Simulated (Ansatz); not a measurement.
# Ag+ with HF: superposition error and deformation, part 2 of 2

Ansatz 0.2.0, Gaussian basis. Earlier steps stand in the parts before.

## 13. wB97M-V/def2-TZVPPD

free-b/in.yaml reads:

```yaml
crystal:
  periodic: [false, false, false]
  atoms:
    - {symbol: F, position_ang: [0.045638, -0.202777, 0.507469]}
    - {symbol: H, position_ang: [-0.047685, 0.220312, 1.319060]}
basis:
  gaussian: {orbitals: "def2-TZVPPD.json"}
hamiltonian: {xc: {name: wB97M-V}}
```

Command:

```bash
$ ansatz run in.yaml --threads 2 --pin off --events-out ev --progress --plain --max-ram 5222MiB
```

The log of the run, shortened:

```text
Functional definition: wB97M-V
  name "wB97M-V"
  cite "Mardirossian & Head-Gordon, J. Chem. Phys. 144, 214110 (2016) doi:10.1063/1.4952647"
  cite "Becke, J. Chem. Phys. 107, 8554 (1997) doi:10.1063/1.475007"
  cite "Vydrov & Van Voorhis, J. Chem. Phys. 133, 244103 (2010) doi:10.1063/1.3521275"
  # Of w^i u^j: cxij and so on, Table III.
[...]
  gx(w, u) = 1 - cx + cx01*u + cx10*w
  gss(w, u) = css00 + css04*u^4 + css10*w + css20*w^2 + css43*w^4*u^3
  gos(w, u) = cos00 + cos10*w + (cos20 + cos21*u)*w^2 + (cos60 + cos61*u)*w^6
[...]
      + integral(e_c_pw_mod_opposite_spin*gos(b97_w_opposite, b97_u_opposite)) + vv10(b, c)
256 factors; their error is unknown
78 factors; integrals over basis functions are off by at most 2.5e-5 eV
[...]
mean field -2733.75173212 eV, -100.4635231519 hartree, gradient 6.5e-5 eV, S^2 0.000000; 0 other end points of the search recorded, 0 dependent functions left out
reference -2733.75177682 eV, -100.4635247948 hartree; 5, 5 occupied and 52, 52 virtual orbitals, 256 factors
Total energy: -2733.75177682 eV, -100.4635247948 hartree
```

Run time: 0.45 s. Hardware: 2 threads of Arm Neoverse V2, shared host.

## 14. B2PLYP/def2-TZVPPD

free-b/in.yaml: that of step 13 with these lines changed.

```diff
@@ -7,2 +7,2 @@
   gaussian: {orbitals: "def2-TZVPPD.json"}
-hamiltonian: {xc: {name: wB97M-V}}
+hamiltonian: {xc: {name: B2PLYP}}
```

Command:

```bash
$ ansatz run in.yaml --threads 2 --pin off --events-out ev --progress --plain --max-ram 5222MiB
```

The log of the run, shortened:

```text
[... 5 set-up lines as earlier in the session ...]
[...]
352 factors; integrals over basis functions are off by at most 1.1e-3 eV
[...]
mean field -2730.77284408 eV, -100.3540510355 hartree, gradient 3.2e-6 eV, S^2 0.000000; 0 other end points of the search recorded, 0 dependent functions left out
1 core orbitals not correlated: weight in the atoms' cores, before any rotation towards them, 1.000 or more for the frozen orbitals, at most 0.000 for the correlated occupied ones
reference -2730.77294976 eV, -100.3540549192 hartree; 4, 4 occupied and 52, 52 virtual orbitals, 352 factors
second order -8.70922385 eV of doubles, -0.00000000 eV of singles
Total energy: -2733.12444020 eV, -100.4404705989 hartree
```

Wall time 0.25 s (2 threads of Arm Neoverse V2, shared host).

## 15. BLYP-D4/def2-TZVPPD

free-b/in.yaml: that of step 14 with these lines changed.

```diff
@@ -7,2 +7,2 @@
   gaussian: {orbitals: "def2-TZVPPD.json"}
-hamiltonian: {xc: {name: B2PLYP}}
+hamiltonian: {xc: {name: BLYP}, dispersion: d4}
```

Command:

```bash
$ ansatz run in.yaml --threads 2 --pin off --events-out ev --progress --plain --max-ram 5222MiB
```

The log of the run, shortened:

```text
Functional definition: BLYP
  name "BLYP"
[... 2 set-up lines as earlier in the session ...]
  parameter beta = 0.0042
  parameter a = 0.04918
  parameter b = 0.132
  parameter c = 0.2533
  parameter d = 0.349
  exchange = b88_x(beta = beta)
  correlation = lyp_c(a = a, b = b, c = c, d = d)
256 factors; their error is unknown
mean field evaluation 1: about -2732.4651 eV, gradient 3.7e1 eV
mean field evaluation 2: about -2724.8212 eV, gradient 8.3e1 eV
mean field evaluation 4: about -2734.3293 eV, gradient 5.7e-1 eV
mean field evaluation 8: about -2734.3285 eV, gradient 1.2e-1 eV
mean field -2734.32853308 eV, -100.4847201963 hartree, gradient 4.1e-5 eV, S^2 0.000000; 0 other end points of the search recorded, 0 dependent functions left out
reference -2734.32876982 eV, -100.4847288962 hartree; 5, 5 occupied and 52, 52 virtual orbitals, 256 factors
Total energy: -2734.33335176 eV, -100.4848972796 hartree
```

It took 0.2 s on 2 threads of Arm Neoverse V2, shared host.

## 16. revPBE-D4/def2-TZVPPD

free-b/in.yaml: that of step 15 with these lines changed.

```diff
@@ -7,2 +7,2 @@
   gaussian: {orbitals: "def2-TZVPPD.json"}
-hamiltonian: {xc: {name: BLYP}, dispersion: d4}
+hamiltonian: {xc: {name: revPBE}, dispersion: d4}
```

Command:

```bash
$ ansatz run in.yaml --threads 2 --pin off --events-out ev --progress --plain --max-ram 5222MiB
```

The log of the run, shortened:

```text
Functional definition: revPBE
  name "revPBE"
  cite "Zhang & Yang, Phys. Rev. Lett. 80, 890 (1998) doi:10.1103/PhysRevLett.80.890"
[... 1 set-up line as earlier in the session ...]
  parameter kappa = 1.245
[... 3 set-up lines as earlier in the session ...]
256 factors; their error is unknown
mean field evaluation 1: about -2732.0289 eV, gradient 3.5e1 eV
mean field evaluation 2: about -2726.0576 eV, gradient 7.4e1 eV
mean field evaluation 4: about -2733.6792 eV, gradient 4.7e-1 eV
mean field evaluation 8: about -2733.6783 eV, gradient 1.1e-3 eV
mean field -2733.67827927 eV, -100.4608238095 hartree, gradient 5.0e-6 eV, S^2 0.000000; 0 other end points of the search recorded, 0 dependent functions left out
reference -2733.67832615 eV, -100.4608255322 hartree; 5, 5 occupied and 52, 52 virtual orbitals, 256 factors
Total energy: -2733.68774827 eV, -100.4611717889 hartree
```

It took 0.15 s on 2 threads of Arm Neoverse V2, shared host.

## 17. B97M-V/def2-TZVPPD

free-b/in.yaml: that of step 16 with these lines changed.

```diff
@@ -7,2 +7,2 @@
   gaussian: {orbitals: "def2-TZVPPD.json"}
-hamiltonian: {xc: {name: revPBE}, dispersion: d4}
+hamiltonian: {xc: {name: B97M-V}}
```

Command:

```bash
$ ansatz run in.yaml --threads 2 --pin off --events-out ev --progress --plain --max-ram 5222MiB
```

The log of the run, shortened:

```text
[... 5 set-up lines as earlier in the session ...]
  # Of w^i u^j: cxij and so on, Table III.
[...]
  gx(w, u) = cx00 + cx01*u + cx02*u^2 + (cx10 + cx11*u)*w
  gss(w, u) = css00 + css02*u^2 + css10*w + (css32*w^3 + css42*w^4)*u^2
  gos(w, u) = cos00 + cos01*u + cos03*u^3 + cos10*w + cos32*w^3*u^2
[...]
      + integral(e_c_pw_mod_opposite_spin*gos(b97_w_opposite, b97_u_opposite)) + vv10(b, c)
256 factors; their error is unknown
[...]
mean field -2733.45888899 eV, -100.4527613653 hartree, gradient 4.3e-5 eV, S^2 0.000000; 0 other end points of the search recorded, 0 dependent functions left out
reference -2733.45894369 eV, -100.4527633757 hartree; 5, 5 occupied and 52, 52 virtual orbitals, 256 factors
Total energy: -2733.45894369 eV, -100.4527633757 hartree
```

Run time: 0.45 s. Hardware: 2 threads of Arm Neoverse V2, shared host.

## 18. HSE06-D4/def2-TZVPPD

free-b/in.yaml: that of step 17 with these lines changed.

```diff
@@ -7,2 +7,2 @@
   gaussian: {orbitals: "def2-TZVPPD.json"}
-hamiltonian: {xc: {name: B97M-V}}
+hamiltonian: {xc: hse06, dispersion: d4}
```

Command:

```bash
$ ansatz run in.yaml --threads 2 --pin off --events-out ev --progress --plain --max-ram 5222MiB
```

The log of the run, shortened:

```text
Functional definition: HSE06
  name "HSE06"
  cite "Heyd, Scuseria & Ernzerhof, J. Chem. Phys. 118, 8207 (2003) doi:10.1063/1.1564060"
  cite "Krukau, Vydrov, Izmaylov & Scuseria, J. Chem. Phys. 125, 224106 (2006) doi:10.1063/1.2404663"
  cite "Heyd & Scuseria, J. Chem. Phys. 120, 7274 (2004) doi:10.1063/1.1668634"
  cite "Ernzerhof & Perdew, J. Chem. Phys. 109, 3313 (1998) doi:10.1063/1.476928"
[... 2 set-up lines as earlier in the session ...]
[...]
  # The whole range is PBE's own exchange, as in plane waves. The composition of these papers is wPBEh.
[...]
256 factors; their error is unknown
24 factors; integrals over basis functions are off by at most 5.9e-5 eV
[...]
mean field -2731.81029799 eV, -100.3921767637 hartree, gradient 4.2e-5 eV, S^2 0.000000; 0 other end points of the search recorded, 0 dependent functions left out
reference -2731.81033536 eV, -100.3921781371 hartree; 5, 5 occupied and 52, 52 virtual orbitals, 256 factors
Total energy: -2731.81169271 eV, -100.3922280185 hartree
```

Wall time 0.25 s (2 threads of Arm Neoverse V2, shared host).

## 19. CCSD(T)/def2-TZVPPD

free-b/in.yaml: that of step 18 with these lines changed.

```diff
@@ -7,2 +7,2 @@
   gaussian: {orbitals: "def2-TZVPPD.json"}
-hamiltonian: {xc: hse06, dispersion: d4}
+correlation: {method: ccsd_t}
```

Command:

```bash
$ ansatz run in.yaml --threads 2 --pin off --events-out ev --progress --plain --max-ram 5222MiB
```

The log of the run, shortened:

```text
[... 4 set-up lines as earlier in the session ...]
[...]
352 factors; integrals over basis functions are off by at most 1.1e-3 eV
[...]
mean field -2722.94006778 eV, -100.0662018159 hartree, gradient 1.6e-6 eV, S^2 0.000000; 0 other end points of the search recorded, 0 dependent functions left out
1 core orbitals not correlated: weight in the atoms' cores, before any rotation towards them, 1.000 or more for the frozen orbitals, at most 0.000 for the correlated occupied ones
reference -2722.94006778 eV, -100.0662018159 hartree; 4, 4 occupied and 52, 52 virtual orbitals, 352 factors
second order -7.43399647 eV of doubles, -0.00000000 eV of singles
cycle   1  -7.34226730 eV  change    9.2e-2 eV  update   4.7e-2
[...]
cycle   9  -7.48860566 eV  change    2.0e-6 eV  update   1.5e-6
perturbative correction -0.18477905 eV, -0.0067905049 hartree
Total energy: -2730.61345250 eV, -100.3481935030 hartree
```

Run time: 0.25 s. Hardware: 2 threads of Arm Neoverse V2, shared host.

## 20. The split

```
      method  interaction with counterpoise (kcal/mol)  without  superposition error  deformation  binding energy
      PBE-D4                                    -17.25   -17.31                 0.06        -0.08          -17.33
   revPBE-D4                                    -15.25   -15.31                 0.06        -0.08          -15.32
     BLYP-D4                                    -17.04   -17.11                 0.07        -0.11          -17.15
   r2SCAN-D4                                    -18.75   -18.80                 0.05         0.05          -18.70
      B97M-V                                    -17.72   -17.77                 0.05         0.12          -17.61
     PBE0-D4                                    -16.52   -16.57                 0.05         0.09          -16.43
    B3LYP-D4                                    -16.90   -16.96                 0.06         0.03          -16.87
    HSE06-D4                                    -16.49   -16.53                 0.04         0.09          -16.39
     wB97X-V                                    -16.33   -16.38                 0.05         0.06          -16.28
     wB97M-V                                    -16.34   -16.40                 0.05         0.06          -16.28
      B2PLYP                                    -15.93   -16.34                 0.41         0.06          -15.87
Hartree-Fock                                    -13.05   -13.09                 0.04         0.41          -12.64
         MP2                                    -15.08   -16.16                 1.08         0.07          -15.01
        CCSD                                    -14.55   -15.52                 0.98         0.12          -14.42
     CCSD(T)                                    -14.78   -15.94                 1.16         0.09          -14.69
```

## 21. Results

The summary covers parts 1 to 2.

| quantity | value |
| --- | --- |
| interaction, CCSD(T) | -14.78 kcal/mol |
| superposition error | 1.16 kcal/mol |
| deformation | 0.09 kcal/mol |
| binding energy | -14.69 kcal/mol |

What this shows: In this basis the superposition error is 1.16 kcal/mol for CCSD(T) and 0.05 kcal/mol on average for the plain functionals: correlated methods borrow far more, since they need many more functions to converge. Deformation takes back 1 % of the interaction. The free shapes are PBE0-D4 minima, so other methods can show a small negative deformation energy.
